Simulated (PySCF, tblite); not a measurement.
**C₅H₁₀BNSi+ (doublet): geometry, infrared bands and EPR parameters**

What infrared bands and EPR parameters should C₅H₁₀BNSi+ (doublet) (`B[C@@H]([SiH2][NH2+])C(=C)C#C`) show?

Computed with tblite 0.8.0 and PySCF 2.14.0, with density-fitted response routines of our own, on a single molecule in the gas phase. Atoms are numbered from 0 throughout.

### 1 Starting geometry

18 atoms, charge 1, multiplicity 2; geometry from: force field or distance geometry start.

Bonds of the start (Å): B0–C1 1.57, C1–Si2 1.90, Si2–N3 1.80, C1–C4 1.49, C4–C5 1.32, C4–C6 1.45, C6–C7 1.20, B0–H8 1.18, B0–H9 1.15, C1–H10 1.12, Si2–H11 1.48, Si2–H12 1.45, N3–H13 1.03, N3–H14 1.03, C5–H15 1.09, C5–H16 1.07, C7–H17 1.07.

### 2 Geometry optimisation with GFN2-xTB

The job: settings as JSON, then the geometry in Å.

```
{"job": {"kind": "relax", "xc": "GFN2-xTB", "basis": "xTB"}, "charge": 1, "multiplicity": 2}
B     -0.203900    -1.203400    -1.428200
C     -0.162700    -0.992800     0.131600
Si     1.517000    -0.326600     0.708600
N      2.226200     0.727100    -0.572200
C     -1.206200     0.003800     0.487300
C     -2.220300    -0.251800     1.290400
C     -1.065000     1.304400    -0.137000
C     -0.961400     2.388500    -0.644400
H     -1.221600    -1.021000    -1.992000
H      0.680800    -1.717600    -1.962900
H     -0.351800    -1.960300     0.668100
H      1.237600     0.433200     1.948600
H      2.366700    -1.480200     0.955600
H      3.049100     1.237500    -0.218500
H      2.485000     0.151400    -1.385200
H     -2.919900     0.561800     1.476700
H     -2.381900    -1.184700     1.786800
H     -0.876500     3.336900    -1.124800
```

The run is started by

```bash
$ OMP_NUM_THREADS=1 python probes_run.py task.json out
```

One launch serves the whole session: the jobs run in the order shown.

Standard output:

```text
step      E/eV     max force
  0    -574.57680    2.650
  1    -574.77088    3.030
  2    -574.84723    3.303
  3    -574.94171    0.885
  4    -574.97212    0.450
  5    -575.02113    0.513
  6    -575.04734    0.512
  7    -575.06773    0.345
  8    -575.08335    0.290
  9    -575.09787    0.281
 10    -575.11063    0.338
 11    -575.12391    0.318
 12    -575.13442    0.223
 13    -575.13977    0.177
 14    -575.14342    0.188
 15    -575.14884    0.240
 16    -575.15603    0.249
 17    -575.16289    0.244
 18    -575.16768    0.161
 19    -575.17113    0.133
 20    -575.17414    0.148
 21    -575.17769    0.208
 22    -575.18142    0.184
 23    -575.18471    0.154
 24    -575.18758    0.150
 25    -575.19049    0.133
 26    -575.19377    0.137
 27    -575.19675    0.147
 28    -575.19878    0.115
 29    -575.20101    0.093
 30    -575.20382    0.111
 31    -575.20703    0.150
 32    -575.21021    0.155
 33    -575.21333    0.132
 34    -575.21609    0.114
 35    -575.21879    0.127
 36    -575.22149    0.126
 37    -575.22413    0.142
 38    -575.22635    0.135
 39    -575.22810    0.074
 40    -575.22918    0.094
 41    -575.23038    0.082
 42    -575.23152    0.078
 43    -575.23266    0.076
 44    -575.23364    0.076
 45    -575.23452    0.083
 46    -575.23540    0.073
 47    -575.23643    0.082
 48    -575.23770    0.094
 49    -575.23908    0.143
 50    -575.24061    0.117
 51    -575.24173    0.068
 52    -575.24234    0.067
 53    -575.24289    0.057
 54    -575.24343    0.055
 55    -575.24392    0.056
 56    -575.24433    0.043
 57    -575.24467    0.053
 58    -575.24503    0.055
 59    -575.24548    0.064
 60    -575.24601    0.053
 61    -575.24648    0.048
 62    -575.24684    0.045
 63    -575.24712    0.050
 64    -575.24747    0.049
 65    -575.24789    0.045
 66    -575.24829    0.052
 67    -575.24862    0.054
 68    -575.24887    0.046
 69    -575.24909    0.032
 70    -575.24930    0.029
 71    -575.24952    0.043
 72    -575.24976    0.044
 73    -575.24997    0.041
 74    -575.25008    0.019
 75    -575.25014    0.015
 76    -575.25018    0.017
 77    -575.25024    0.020
 78    -575.25030    0.016
 79    -575.25033    0.010
```

Run time: 0.45 s. Hardware: 1 thread of AMD EPYC 9B45, shared host.

Along the way: (not every step is listed)

| step | energy from step 0 (eV) | largest force (eV/Å) |
| --- | --- | --- |
| 0 | 0.0000 | 2.6500 |
| 1 | -0.1941 | 3.0296 |
| 2 | -0.2704 | 3.3025 |
| 3 | -0.3649 | 0.8851 |
| 4 | -0.3953 | 0.4504 |
| 5 | -0.4443 | 0.5125 |
| 6 | -0.4705 | 0.5118 |
| 7 | -0.4909 | 0.3451 |
| 8 | -0.5065 | 0.2905 |
| 14 | -0.5666 | 0.1879 |
| 20 | -0.5973 | 0.1479 |
| 26 | -0.6170 | 0.1370 |
| 32 | -0.6334 | 0.1547 |
| 38 | -0.6495 | 0.1347 |
| 44 | -0.6568 | 0.0765 |
| 50 | -0.6638 | 0.1173 |
| 56 | -0.6675 | 0.0429 |
| 62 | -0.6700 | 0.0454 |
| 68 | -0.6721 | 0.0458 |
| 74 | -0.6733 | 0.0192 |
| 75 | -0.6733 | 0.0148 |
| 76 | -0.6734 | 0.0170 |
| 77 | -0.6734 | 0.0200 |
| 78 | -0.6735 | 0.0164 |
| 79 | -0.6735 | 0.0095 |

Distances of close pairs at the start and the end, largest changes first:

| bond | before (Å) | after (Å) | change (Å) |
| --- | --- | --- | --- |
| C1–Si2 | 1.897 | 2.070 | +0.173 |
| Si2–N3 | 1.804 | 1.698 | -0.106 |
| C4–C5 | 1.319 | 1.365 | +0.047 |
| C4–C6 | 1.450 | 1.412 | -0.037 |
| C1–C4 | 1.486 | 1.451 | -0.035 |
| C1–H10 | 1.122 | 1.090 | -0.032 |
| Si2–H11 | 1.481 | 1.456 | -0.025 |
| N3–H13 | 1.031 | 1.008 | -0.023 |

The next job starts from the end point, and lists it.

### 3 Infrared spectrum with GFN2-xTB

The job: settings as JSON, then the geometry in Å.

```
{"job": {"kind": "ir", "xc": "GFN2-xTB", "basis": "xTB"}, "charge": 1, "multiplicity": 2}
B     -0.007500    -1.251063    -1.432002
C     -0.304110    -1.007296     0.076645
Si     1.593305    -0.462597     0.698409
N      2.239990     0.567888    -0.485713
C     -1.212968     0.050802     0.475682
C     -2.165625    -0.135140     1.435584
C     -1.134191     1.303165    -0.172174
C     -1.088539     2.376951    -0.714791
H     -0.396788    -0.472883    -2.207968
H      0.567016    -2.209157    -1.758481
H     -0.506044    -1.918399     0.639986
H      1.341357     0.295568     1.915583
H      2.210960    -1.780343     0.795762
H      2.535902     1.515834    -0.311384
H      2.520218     0.257517    -1.403997
H     -2.894320     0.627494     1.655821
H     -2.246352    -1.065084     1.974445
H     -1.061071     3.313060    -1.193066
```

Standard output:

```text
mode    cm-1     km/mol
  1      22.2      0.21
  2      55.1      0.64
  3      88.6      4.32
  4     116.3      0.13
  5     138.7      0.28
  6     147.7      3.95
  7     184.2      2.03
  8     223.7      7.94
  9     252.5     14.25
 10     265.1      3.61
 11     339.6      9.92
 12     382.1    157.46
 13     441.7     22.57
 14     468.1     64.41
 15     504.3      6.93
 16     535.9      7.43
 17     557.5      1.58
 18     574.4      3.83
 19     668.8     52.15
 20     687.5     39.90
 21     689.7     16.72
 22     717.5    163.14
 23     750.6    123.59
 24     764.7     16.23
 25     793.3     76.06
 26     858.8      8.37
 27     875.3      4.75
 28     923.5     70.68
 29     925.8      5.84
 30     959.6     76.82
 31    1021.1     27.58
 32    1155.1     34.42
 33    1251.6     40.97
 34    1307.2     25.33
 35    1365.8     29.03
 36    1452.9     88.23
 37    1497.6     65.54
 38    2219.7    168.56
 39    2293.1     73.38
 40    2332.8    174.70
 41    2670.3     21.08
 42    2730.3     52.54
 43    2982.5      8.77
 44    3099.9     15.89
 45    3139.2      1.75
 46    3371.1     39.43
 47    3445.2    122.51
 48    3480.8     32.81
```

It took 0.49 s on 1 thread of AMD EPYC 9B45, shared host.

Which atoms move in the most intense modes:

| cm⁻¹ | km/mol | atoms |
| --- | --- | --- |
| 382 | 157.5 | H14 39 %, N3 15 %, H13 13 %, H12 10 % |
| 718 | 163.1 | H11 46 %, H12 38 % |
| 751 | 123.6 | H13 34 %, H14 33 %, N3 15 % |
| 960 | 76.8 | N3 35 %, Si2 26 %, H10 20 % |
| 1453 | 88.2 | H14 44 %, H13 44 %, N3 12 % |
| 2220 | 168.6 | C6 59 %, C7 31 % |
| 2333 | 174.7 | H11 95 % |
| 3445 | 122.5 | H14 60 %, H13 35 % |

### 4 EPR parameters: B3LYP/pcH-1

Same as in step 3 but for these lines:

```diff
@@ -1,2 +1,2 @@
-{"job": {"kind": "ir", "xc": "GFN2-xTB", "basis": "xTB"}, "charge": 1, "multiplicity": 2}
+{"job": {"kind": "epr", "basis": "pcH-1"}, "charge": 1, "multiplicity": 2}
 B     -0.007500    -1.251063    -1.432002
```

Level: UKS B3LYP, pcH-1 on B C H N Si, non-relativistic, mean-field spin-orbit, GIAO.

Standard output:

```text
UKS, coarse grid
  cycle   1  E = -565.24216146  |g| = 3.85e-01
  cycle   2  E = -565.06488293  |g| = 6.80e-01
  cycle   3  E = -565.28032706  |g| = 2.16e-01
  cycle   4  E = -565.30736966  |g| = 3.75e-02
  cycle   5  E = -565.30764702  |g| = 3.52e-02
  cycle   6  E = -565.30823552  |g| = 9.92e-03
  cycle   7  E = -565.30829830  |g| = 5.15e-03
  cycle   8  E = -565.30831911  |g| = 2.63e-03
  cycle   9  E = -565.30832698  |g| = 9.19e-04
UKS, final grid
  cycle   1  E = -565.30824788  |g| = 1.64e-03
  cycle   2  E = -565.30824242  |g| = 3.74e-03
  cycle   3  E = -565.30824935  |g| = 2.47e-04
  cycle   4  E = -565.30824938  |g| = 1.28e-04
  cycle   5  E = -565.30824940  |g| = 9.77e-05
  cycle   6  E = -565.30824940  |g| = 4.03e-05
  cycle   7  E = -565.30824940  |g| = 1.03e-05
E = -565.30824940 Eh   <S^2> = 0.7620 (exact 0.7500)
g shifts (ppm)      1          2          3
  rmc          -154       -154       -154
  gc              5         38         39
  oz_so         158        900       1826
  total          10        785       1711
hyperfine (MHz)  atom isotope    a_iso     a_fc   dipolar eigenvalues
    0   11B      -2.14      -2.13     -4.60     -3.52      8.12
    1   13C       5.25       5.24    -16.31    -15.36     31.67
    2  29Si      11.91      11.95    -11.83      5.06      6.77
    3   14N       9.43       9.41     -7.26     -7.12     14.38
    4   13C     -19.41     -19.42     -6.07     -0.99      7.07
    5   13C      42.09      42.15    -44.50    -44.30     88.80
    6   13C      -5.82      -5.84     -3.78      0.77      3.01
    7   13C       8.65       8.63    -11.23    -10.92     22.15
    8    1H      18.95      18.95     -2.24     -0.02      2.26
    9    1H      -3.23      -3.23     -2.03     -1.21      3.24
   10    1H     -10.32     -10.32     -4.43     -2.18      6.61
   11    1H       2.80       2.80     -1.95     -0.08      2.03
   12    1H      74.39      74.39     -1.58     -0.63      2.21
   13    1H      -8.31      -8.33     -8.67     -1.78     10.45
   14    1H      -9.76      -9.78     -8.24     -2.27     10.52
   15    1H     -35.33     -35.34    -20.53     -2.54     23.07
   16    1H     -35.01     -35.01    -19.97     -2.80     22.77
   17    1H     -10.56     -10.57     -5.50     -1.46      6.96
```

It took 60 s on 1 thread of AMD EPYC 9B45, shared host; peak memory 1.1 GiB.

Principal g values 2.00233, 2.00310, 2.00403; g(iso) = 2.00315, against 2.00232 for a free electron.

Hyperfine couplings; where a row names several nuclei, a(iso) is their mean (it holds for fast rotation or exchange) and the dipolar term the largest among them:

| nuclei | isotope | a(iso) (MHz) | a(iso) (G, at g = 2.0023) | largest dipolar term (MHz) |
| --- | --- | --- | --- | --- |
| H12 | 1H | 74.4 | 26.5 | 2.2 |
| C5 | 13C | 42.1 | 15.0 | 88.8 |
| H15 | 1H | -35.3 | -12.6 | 23.1 |
| H16 | 1H | -35.0 | -12.5 | 22.8 |
| C4 | 13C | -19.4 | -6.9 | 7.1 |
| Si2 | 29Si | 11.9 | 4.3 | -11.8 |
| H17 | 1H | -10.6 | -3.8 | 7.0 |
| H10 | 1H | -10.3 | -3.7 | 6.6 |
| N3 | 14N | 9.4 | 3.4 | 14.4 |
| H13, H14 | 1H | -9.0 | -3.2 | 10.5 |
| C7 | 13C | 8.7 | 3.1 | 22.2 |
| H8, H9 | 1H | 7.9 | 2.8 | 3.2 |
| C6 | 13C | -5.8 | -2.1 | -3.8 |
| C1 | 13C | 5.2 | 1.9 | 31.7 |

Mulliken spin populations:

B0 0.03; C1 0.17; Si2 0.01; N3 0.15; C4 -0.02; C5 0.56; C6 -0.01; C7 0.13; H8 0.01; H9 0.00; H10 -0.01; H11 0.00; H12 0.04; H13 0.00; H14 0.00; H15 -0.02; H16 -0.02; H17 0.00

In first order the couplings over 0.8 MHz of 1H, 14N, 11B give 6386 distinct lines over 81.2 G, if the averaged nuclei exchange fast; the same motion can average rows kept apart here too.

Orbitals, density, ELF and potential are computed afterwards from the orbital file.

ELF in a plane through or near 7 of the atoms.

Ten even steps from ' ' (0.00) to '@' (1.00):
```
                                                        
                                                        
                                                        
                                                        
                            ....                        
                ::..      ++@@@@::    ==++..            
            ..==**++..  ..%%@@@@==  **@@@@##..          
              --++==::..--##@@%%..  **@@%%++..          
                  ..::==##==..**++==**==++==--..        
                ....::--****##%%++::%%**##@@@@##..      
          ::##%%##++==::..  ..******--..==%%@@##        
          **@@@@@@%%##++    ++++==--++..                
          ..++****++++--  ..##%%--**%%**::              
                  ....    --##**--**##**--..            
                          ::**%%**##**==::              
                          ..%%@@@@@@##..                
                            **@@@@@@++                  
                              ::--::                    
                                                        
                                                        
```
The map spans 11.9 Å across and 12.2 Å up, centred on the molecule. Atoms in the plane (x, y in Å): C1 (0.1, 1.0), C4 (1.3, 0.2), C6 (1.2, -1.2), C7 (1.2, -2.4), H10 (0.3, 2.0), H14 (-2.8, -0.9), H17 (1.2, -3.5).

log10 of the density (e/Å³) in the same plane.

Ten even steps from ' ' (-4.0) to '@' (1.3):
```
                                                        
                                                        
                                                        
                                                        
              ....::::..::::::::::..........            
          ..::::----------==++====----------::          
          ..::--========++**##**++==++**++==--::..      
        ..::--====++++++**######**++**##**++==--..      
        ..::--====++++**####%%############**++--::..    
        ..--====++++******####%%@@%%######**++==--..    
        ::==++**********++++**##%%####****++++==::..    
        ::==**######**++++++**##@@%%**++==----::..      
        ::--++++****++++==++**##%%%%##++==--::..        
          ::--============++**##@@%%**++==--..          
              ....::::::--==**##%%##**++--::..          
                      ..::--++######++==--..            
                        ..::==++++++==::..              
                            ::::--::::..                
                                                        
                                                        
```
The map spans 11.9 Å across and 12.2 Å up, centred on the molecule. Atoms in the plane (x, y in Å): C1 (0.1, 1.0), C4 (1.3, 0.2), C6 (1.2, -1.2), C7 (1.2, -2.4), H10 (0.3, 2.0), H14 (-2.8, -0.9), H17 (1.2, -3.5).

On the surface of density 0.002 e/bohr³ the electrostatic potential runs, from the 1st to the 99th percentile, from 3.17 to 5.56 V.

The spin density lies nearest to C5 35 %; C1 12 %; N3 10 %; C7 9 %.

### 5 Summary of results

| quantity | value |
| --- | --- |
| strongest single infrared mode (GFN2-xTB) | 2333 cm⁻¹, 175 km/mol |
| zero-point energy (GFN2-xTB) | 79.7 kcal/mol |
| g(iso) (B3LYP) | 2.00315 |
| ⟨S²⟩ | 0.762 (exact 0.75) |
| largest a(iso) (averaged by class) | 1H on H12, 74.4 MHz |

Relaxing lowered the energy by 0.674 eV in 79 steps; the close pair that moved most is C1–Si2, from 1.897 to 2.070 Å. No mode is imaginary among the 48: a minimum at this level. The strongest single mode, at 2333 cm⁻¹, moves mainly H11. Unscaled tight-binding wavenumbers are off by several per cent, some by more. Its intensities can rank the bands wrongly. The largest share of the spin, 0.56 e, sits on C5. The isotropic g lies 0.8 ppt above the free-electron value. These values are for one conformer; the search (at its own cheap level) found 2 more, at 0.44, 0.72 kcal/mol, and measured spectra average over such forms.
